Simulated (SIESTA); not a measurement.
# Al under changes of volume

One of the cells (16.213 Å³/atom); the others are scaled copies at fixed shape and fractional positions:

```xyz
4
Lattice="2.8458 0.0000 0.0000 -1.4229 2.4645 0.0000 0.0000 0.0000 9.2468" Properties=species:S:1:pos:R:3 pbc="T T T"
Al    1.4229    0.8215    6.9351
Al    0.0000    0.0000    4.6234
Al    0.0000    1.6430    2.3117
Al    0.0000    0.0000    0.0000
```

This isn't the form of Al at room conditions, which is fcc.

| Quantity | Value |
| --- | --- |
| Program | SIESTA 5.4.2 |
| Functional | PBEsol |
| Potentials or basis | PseudoDojo 0.4 standard (PBEsol files) |
| Basis | DZP (energy shift 0.003 Ry) |
| Grid cutoff | 500 Ry |
| Energy shift | 0.003 Ry |
| k mesh | 11 × 11 × 3 |
| Occupations | fermi-dirac, width 0.05 eV |
| Spin | no spin polarisation |

```csv
volume (Å³/atom),energy over the lowest point (meV/atom),pressure (GPa)
14.942,?,?
15.260,19.13,6.4
15.578,8.71,4.2
16.213,0.00,0.4
16.531,0.90,-1.3
16.849,4.82,-2.7
```

Task: What does the run at 14.942 Å³/atom give?

Result: Energy over the lowest point 34.29 meV/atom; pressure 9.0 GPa.

Worked out: A Birch-Murnaghan fit of order 3 (a polynomial in V^(-2/3)) to the other rows has its minimum at 16.28 Å³/atom with B0 = V·E''(V) = 85 GPa and B' = 4.5 at fixed shape and positions, which overstates the stiffness. It gives 34.22 meV/atom at 14.942 Å³/atom, against the run's 34.29, and -dE/dV = 8.9 GPa, against 9.0.

Energies are extrapolated to zero smearing.

Caveats: the basis of atomic orbitals isn't converged, which shifts pressures, moduli and gaps.
